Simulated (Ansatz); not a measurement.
# MgSnSb2: how the settings move a single-point run

How sensitive is a single-point run of MgSnSb2 to its settings? A reference run comes first, then five runs with altered input. The cell is built on a prototype (ordering on zincblende) and needn't be the phase found in nature.

Program: Ansatz 0.2.0. Level of theory: reference: DFT, r2SCAN, plane waves, PAW. These are calculated values, not measurements.

## (1) Starting point

The structure is tetragonal, space group P-4m2 (No. 115). Conventional cell: a = 4.600 Å, b = 4.600 Å, c = 6.555 Å, α = 90.00°, β = 90.00°, γ = 90.00°. Mg (site symmetry -4m2) has 4 Sb at 2.80 Å as nearest neighbours. Sb (site symmetry 2mm) has 2 Mg at 2.80 Å and 2 Sn at 2.85 Å as nearest neighbours. Around Sn (site symmetry -4m2) lie 4 Sb at 2.85 Å.

Structure file:

```xyz
4
Lattice="4.6005 0.0000 0.0000 0.0000 4.6005 0.0000 0.0000 0.0000 6.5552" Properties=species:S:1:pos:R:3 pbc="T T T"
Mg    0.0000    0.0000    0.0000
Sb    0.0000    2.3002    1.5921
Sn    2.3002    2.3002    3.2776
Sb    2.3002    0.0000    4.9631
```

## (2) Baseline

File input.yaml:

```yaml
crystal:
  lattice:
    - [4.6004806352, 0.0, 0.0]
    - [0.0, 4.6004806352, 0.0]
    - [0.0, 0.0, 6.5552383774]
  atoms:
    - { symbol: Mg, position: [0.0, 0.0, 0.0] }
    - { symbol: Sb, position: [0.0, 0.5, 0.2428810299] }
    - { symbol: Sn, position: [0.5, 0.5, 0.5] }
    - { symbol: Sb, position: [0.5, 0.0, 0.7571189701] }
kpoints:
  mp_grid: { grid: [4, 4, 4] }
hamiltonian:
  xc: r2scan
scf:
  occupations: { method: fermi_dirac, width: 0.02 }
  n_extra_bands: 5
output:
  forces: true
  stress: true
  eigenvalues: true
```

The run is started by

```console
$ ansatz run input.yaml --threads 4 --pin off --max-ram 3686MiB --backend cpu --events-out ev --progress --plain --runs-dir out
```

## (3) Changed: occupations.width 0.5

input.yaml: that of step 2 with these lines changed.

```diff
@@ -15,3 +15,3 @@
 scf:
-  occupations: { method: fermi_dirac, width: 0.02 }
+  occupations: { method: fermi_dirac, width: 0.5 }
   n_extra_bands: 5
```

## (4) Variant: ecutwfc 250

input.yaml: that of step 2 with these lines changed.

```diff
@@ -21 +21,3 @@
   eigenvalues: true
+basis:
+  ecutwfc: 250
```

## (5) Changed: n_extra_bands 24

input.yaml: that of step 2 with these lines changed.

```diff
@@ -16,3 +16,3 @@
   occupations: { method: fermi_dirac, width: 0.02 }
-  n_extra_bands: 5
+  n_extra_bands: 24
 output:
```

## (6) Changed: dispersion rvv10

input.yaml: that of step 2 with these lines changed.

```diff
@@ -14,2 +14,3 @@
   xc: r2scan
+  dispersion: rvv10
 scf:
```

## (7) Changing settings: mixing.beta 0.05

input.yaml: that of step 2 with these lines changed.

```diff
@@ -17,2 +17,4 @@
   n_extra_bands: 5
+  mixing: { beta: 0.05 }
+  max_iter: 56
 output:
```

Q: Predict the outcome of this session. Wanted: for each run, ending; energy change; pressure; gap; force.

As calculated:

```tsv
run	ending	energy change	pressure (GPa)	gap (eV)	force (eV/Å)	cycles	time
reference	converged	0	0.1	0.01	0.01	7	8.7 s
1: occupations.width 0.5	converged	+28.2 meV/atom (σ→0)	1.0	0.06	0.04	6	9.3 s
2: ecutwfc 250	converged	+829.6 meV/atom	0.4	0.00	0.11	7	3.1 s
3: n_extra_bands 24	converged	0.0 meV/atom	0.1	0.01	0.01	7	12 s
4: dispersion rvv10	converged	+1.60 eV/atom (offset of the dispersion model)	-0.4	0.00	0.02	7	13 s
5: mixing.beta 0.05	converged	0.0 meV/atom	0.1	0.01	0.01	9	10 s
```

Residual by cycle in the longest SCF loop of each run; runs are numbered as in the table. The quantity is the density residual dr2, in eV.

```tsv
cycle	reference	run 1	run 2	run 3	run 4	run 5
1	0.0218	0.0265	0.0594	0.0216	0.0216	0.0218
2	0.0067	0.00334	0.0356	0.00582	0.00395	0.0207
3	0.00111	2.6e-4	1.9e-4	0.00112	7.4e-4	0.0017
4	4.8e-5	2.4e-5	3.3e-5	4.2e-5	4.1e-5	6.3e-4
5	1.4e-6	2.2e-6	6.8e-6	1.4e-6	1.4e-6	4.0e-4
6	1.4e-7	5.7e-8	2.7e-7	1.5e-7	1.3e-7	1.8e-4
7	3.4e-9	-	8.4e-9	2.9e-9	2.5e-9	3.3e-6
8	-	-	-	-	-	8.2e-8
9	-	-	-	-	-	6.5e-9
```

**Reading.** Run 2 ran under the cutoff that the potentials recommend, as the log warns, so basis error is mixed into its values, and swamps them where the cutoff is far short. Of the variants the dearest is «dispersion rvv10» (13 s), the cheapest «ecutwfc 250» (3.1 s), on a shared host.
